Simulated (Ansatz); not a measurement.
# La2SiF2: the cost of one run

Method: DFT PBE, scalar-relativistic, plane waves, PAW, unless a step names another level, in Ansatz 0.2.0.

3 further runs of the same task are left out: 2 that didn't finish, 1 set aside as unsound or not needed. Runs told in other sessions of the task aren't counted.

## Step 1: The structure to begin with

Symmetry: I4/mmm, No. 139, tetragonal system. The conventional cell has a = 3.886 Å, b = 3.886 Å, c = 13.529 Å, α = 90.00°, β = 90.00°, γ = 90.00°. La (site symmetry 4mm) is surrounded by 4 F at 2.56 Å and 4 Si at 3.24 Å. Around Si (site symmetry 4/mmm) lie 8 La at 3.24 Å. F (site symmetry -4m2) has 4 La at 2.56 Å in its first shell of neighbours.

As a file:

```cif
data_structure
_symmetry_space_group_name_H-M 'P 1'
_symmetry_Int_Tables_number 1
_cell_length_a 7.3012
_cell_length_b 7.3012
_cell_length_c 7.3012
_cell_angle_alpha 149.136
_cell_angle_beta 149.136
_cell_angle_gamma 44.211
_cell_volume 102.13
loop_
_atom_site_label
_atom_site_type_symbol
_atom_site_fract_x
_atom_site_fract_y
_atom_site_fract_z
_atom_site_occupancy
La1 La 0.37313 0.37313 0.00000 1
La2 La 0.62687 0.62687 0.00000 1
Si1 Si 0.00000 0.00000 0.00000 1
F1 F 0.25000 0.75000 0.50000 1
F2 F 0.75000 0.25000 0.50000 1
```

The cell was relaxed beforehand at this level, from a generated guess; it needn't be the stable form of this composition. At a tolerance of 0.05 Å it has space group I4/mmm (No. 139); it has 20.43 Å³/atom, an uncorrected energy of -2.44 eV/atom over the elements.

## Step 2: Bands, states and charges

Contents of input.yaml:

```yaml
crystal:
  lattice:
    - [-1.9427954, 1.9427954, 6.7644817]
    - [1.9427954, -1.9427954, 6.7644817]
    - [1.9427954, 1.9427954, -6.7644817]
  atoms:
    - { symbol: La, position: [0.3731315, 0.3731315, 0.0] }
    - { symbol: La, position: [0.6268685, 0.6268685, 0.0] }
    - { symbol: Si, position: [0.0, 0.0, 0.0] }
    - { symbol: F, position: [0.25, 0.75, 0.5] }
    - { symbol: F, position: [0.75, 0.25, 0.5] }
basis:
  ecutwfc: 420
kpoints:
  mp_grid: { grid: [14, 14, 14] }
  band_path:
    path:
      - [[0.0, 0.0, 0.0], [0.0, 0.0, 0.5], [0.25, 0.25, 0.25], [0.0, 0.5, 0.0], [0.0, 0.0, 0.0], [0.5, 0.5, -0.5], [0.27062173, 0.72937827, -0.27062173]]
      - [[-0.27062173, 0.27062173, 0.27062173], [0.0, 0.0, 0.0]]
      - [[0.0, 0.0, 0.5], [-0.04124346, 0.04124346, 0.5]]
      - [[0.5, 0.5, -0.04124346], [0.5, 0.5, -0.5]]
    npoints: 14
hamiltonian:
  xc: pbe
scf:
  occupations: { method: gaussian, width: 0.1 }
  n_extra_bands: 12
output:
  forces: true
  stress: true
  eigenvalues: true
  populations: true
  dos: { projected: true, de: 0.02, nscf_kmesh: { grid: [17, 17, 17] } }
  bader: true
  write_density: true
  write_potential: true
  elf: true
  volumetric_format: npy
```

The run is started by

```
$ ansatz run input.yaml --threads 1 --pin off --max-ram 3072MiB --backend cpu --events-out ev --progress --plain --runs-dir out
```

What time and memory should one allow on 1 thread of Arm Neoverse V2, shared host?

About 2.7 min, with a peak of 1.1 GiB.
